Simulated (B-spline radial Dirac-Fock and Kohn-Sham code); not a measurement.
# An X-ray data sheet for Ta⁴³⁺, step by step

Wanted for the Ta⁴³⁺ ion: its X-ray form factor and Compton profile and the binding energy of each subshell.

Method: a free atom or ion on a radial basis; each step names its model; computed with B-spline radial Dirac-Fock and Kohn-Sham code, version 2.

### 1 The system

Tantalum as Ta⁴³⁺ in the configuration 1s2 2s2 2p6 3s2 3p6 3d10 4s2.

```yaml
nuclear_charge: 73
electrons: 30
mass_number: 181
nuclear_rms_radius: 5.3507 fm
```

### 2 Scattering by the electron cloud

Model: Dirac-Fock average of configuration, finite nucleus; form factor of the spherical density, Waller-Hartree incoherent function, impulse-approximation Compton profiles.

The run's settings:

```ini
task = scatter
Z = 73
charge = 43
configuration = 1s2 2s2 2p6 3s2 3p6 3d10 4s2
mass_number = 181
rms_radius = 5.3507  # fm
s = [0.0, 0.05, 0.1, 0.15, 0.2, 0.25, 0.3, 0.35, 0.4, 0.45, 0.5, 0.6, 0.7, 0.8, 0.9, 1.0, 1.1, 1.2, 1.4, 1.6, 1.8, 2.0, 2.5, 3.0, 3.5, 4.0, 5.0, 6.0]  # 1/A
pz = [0, 0.1, 0.2, 0.3, 0.4, 0.5, 0.6, 0.8, 1.0, 1.2, 1.4, 1.6, 1.8, 2.0, 2.5, 3.0, 4.0, 5.0, 7.0, 10.0, 15.0, 20.0, 30.0, 40.0, 60.0, 100.0]  # a.u.
photon_energy = [1000, 5000, 8047.8, 10000, 17479.3, 20000, 50000, 200000]  # eV
```

From the run's result record (rounded, not every field):

```text
status: converged
form_factor [e]: [30.0, 29.979, 29.915, 29.809, 29.662, 29.474, 29.249, 28.986, 28.689, 28.358, 27.998, 27.196, 26.303, 25.341, 24.329, 23.287, 22.232, 21.178, 19.116, 17.168, 15.37, 13.738, 10.403, 8.0772, 6.5816, 5.6578, 4.6, 3.8108]
incoherent: [-1.0578e-12, 0.024942, 0.099228, 0.22127, 0.38851, 0.59754, 0.84429, 1.1242, 1.4324, 1.7641, 2.1144, 2.8533, 3.6191, 4.3905, 5.1555, 5.9096, 6.6529, 7.3871, 8.8332, 10.241, 11.584, 12.839, 15.566, 17.812, 19.682, 21.225, 23.54, 25.151]
compton_total [1/a.u.]: [1.2455, 1.2451, 1.2441, 1.2425, 1.2402, 1.2372, 1.2337, 1.2247, 1.2136, 1.2005, 1.1857, 1.1694, 1.152, 1.1338, 1.0865, 1.0398, 0.95791, 0.89358, 0.7809, 0.58369, 0.32593, 0.1895, 0.073426, 0.03416, 0.01088, 0.0021409]
shells: ["1s1/2", "2s1/2", "2p1/2", "2p3/2", "3s1/2", "3p1/2", "3p3/2", "3d3/2", "3d5/2", "4s1/2"]
occupation: [2.0, 2.0, 2.0, 4.0, 2.0, 2.0, 4.0, 4.0, 6.0, 2.0]
mean_momentum [a.u.]: [75.489, 27.038, 35.648, 31.688, 13.991, 16.617, 15.492, 18.536, 18.128, 8.7011]
r2 [bohr^2]: 1.1603
r_inverse [1/bohr]: 456.04
r1 [bohr]: 4.8153
coherent [b]: [597.61, 572.21, 534.65, 505.36, 384.3, 346.79, 117.44, 12.418]
incoherent_cross_section [b]: [0.021438, 0.48651, 1.1107, 1.5596, 3.2791, 3.8278, 8.2807, 10.469]
```

Form factor and incoherent function, every second point:

| s (1/Å) | f (e) | f / N | S(s) |
| --- | --- | --- | --- |
| 0 | 30.00 | 1.000 | 0 |
| 0.100 | 29.91 | 0.997 | 0.09923 |
| 0.200 | 29.66 | 0.989 | 0.3885 |
| 0.300 | 29.25 | 0.975 | 0.8443 |
| 0.400 | 28.69 | 0.956 | 1.432 |
| 0.500 | 28.00 | 0.933 | 2.114 |
| 0.700 | 26.30 | 0.877 | 3.619 |
| 0.900 | 24.33 | 0.811 | 5.156 |
| 1.10 | 22.23 | 0.741 | 6.653 |
| 1.40 | 19.12 | 0.637 | 8.833 |
| 1.80 | 15.37 | 0.512 | 11.58 |
| 2.50 | 10.40 | 0.347 | 15.57 |
| 3.50 | 6.582 | 0.219 | 19.68 |
| 5.00 | 4.600 | 0.153 | 23.54 |

### 3 Hole states by ΔSCF

Model: Dirac-Fock average of configuration, Delta-SCF, finite nucleus, first-order Breit with its frequency dependence, self-energy and vacuum polarisation.

The run's settings:

```ini
task = binding
```

From the run's result record (rounded, not every field):

```text
status: converged
shells: ["K", "L1", "L2", "L3", "M1", "M2", "M3", "M4", "M5", "N1"]
total_energy_parts [Ha]: [-14388.618, 17.5119303, -1.80025553, -0.301243152, 13.3051795, -2.36722502]
koopmans [eV]: [69949.6, 13859.8, 13318.8, 12040.8, 4727.56, 4489.82, 4198.92, 3817.51, 3754.16, 2257.86]
dirac_coulomb [eV]: [69897.0, 13840.0, 13295.1, 12019.7, 4724.24, 4485.83, 4195.56, 3812.74, 3749.7, 2257.59]
gaunt [eV]: [-240.332, -26.8554, -45.8133, -31.7906, -5.63942, -9.44586, -6.45935, -4.4966, -3.25072, -1.94346]
retardation [eV]: [17.8244, 2.27629, 4.96069, 4.97334, 0.532925, 1.05053, 1.05716, 0.505206, 0.498013, 0.236429]
breit_frequency [eV]: [3.69043, -0.319023, -0.0238435, 1.68384, -0.0800366, -0.0841201, 0.358577, -0.0309221, 0.00825194, -0.0253437]
self_energy [eV]: [-141.018, -20.2317, -0.0473837, -1.4492, -4.79142, -0.102238, -0.373907, 0.354199, 0.180961, -1.55451]
vacuum_polarisation [eV]: [26.3423, 3.53827, 0.132579, -0.135974, 0.811561, 0.0295977, -0.0412969, -0.0446373, -0.0427591, 0.26333]
binding [eV]: [69563.5, 13798.4, 13254.3, 11993.0, 4715.07, 4477.28, 4190.1, 3809.03, 3747.09, 2254.57]
mean_radius [bohr]: [0.0186598, 0.0781243, 0.0648172, 0.072574, 0.200092, 0.190361, 0.203552, 0.177863, 0.181983, 0.401662]
```

total_energy_parts: Dirac-Coulomb, Gaunt, retardation, frequency dependence, self-energy, vacuum polarisation. 

Each level as Koopmans' value plus corrections (eV):

| level | -ε | relaxation | Breit | QED | binding |
| --- | --- | --- | --- | --- | --- |
| K | 69949.6 | -52.61 | -218.82 | -114.68 | 69563.5 |
| L1 | 13859.8 | -19.74 | -24.90 | -16.69 | 13798.4 |
| L2 | 13318.8 | -23.75 | -40.88 | 0.09 | 13254.3 |
| L3 | 12040.8 | -21.07 | -25.13 | -1.59 | 11993.0 |
| M1 | 4727.6 | -3.32 | -5.19 | -3.98 | 4715.1 |
| M2 | 4489.8 | -3.99 | -8.48 | -0.07 | 4477.3 |
| M3 | 4198.9 | -3.36 | -5.04 | -0.42 | 4190.1 |
| M4 | 3817.5 | -4.77 | -4.02 | 0.31 | 3809.0 |
| M5 | 3754.2 | -4.46 | -2.74 | 0.14 | 3747.1 |
| N1 | 2257.9 | -0.27 | -1.73 | -1.29 | 2254.6 |

Line energies follow by subtraction:

| line | energy (eV) |
| --- | --- |
| Kβ1 (K-M3) | 65373.4 |
| Kβ3 (K-M2) | 65086.2 |
| Kα1 (K-L3) | 57570.5 |
| Kα2 (K-L2) | 56309.2 |
| Lγ5 (L2-N1) | 10999.7 |
| Lβ6 (L3-N1) | 9738.5 |
| Lβ3 (L1-M3) | 9608.3 |
| Lβ1 (L2-M4) | 9445.3 |
| Lβ4 (L1-M2) | 9321.2 |
| Lη (L2-M1) | 8539.2 |
| Lα1 (L3-M5) | 8245.9 |
| Lα2 (L3-M4) | 8184.0 |
| Lℓ (L3-M1) | 7278.0 |

### 4 Results

| quantity | value |
| --- | --- |
| rms radius of the electron cloud | 0.197 bohr |
| form factor halves at | 1.8 1/Å |
| Compton profile at zero | 1.245 1/a.u. |
| deepest level listed, K (1s) | 69563.5 eV |
| least bound, N1 (4s) | 2254.6 eV |
| Kα1 | 57570.5 eV |
| ionisation energy, NIST (theoretical) | 2254.00 eV |

What this shows: f falls from 30 to half of that at s = 1.8 1/Å. For K (1s), relaxation takes off 52.6 eV, Breit terms shift it by -218.82 and QED by -114.68 eV. NIST's ionisation energy differs by -0.57 eV from the least binding energy, within its stated uncertainty. The Hartree-Fock and Dirac-Fock values hold no electron correlation.
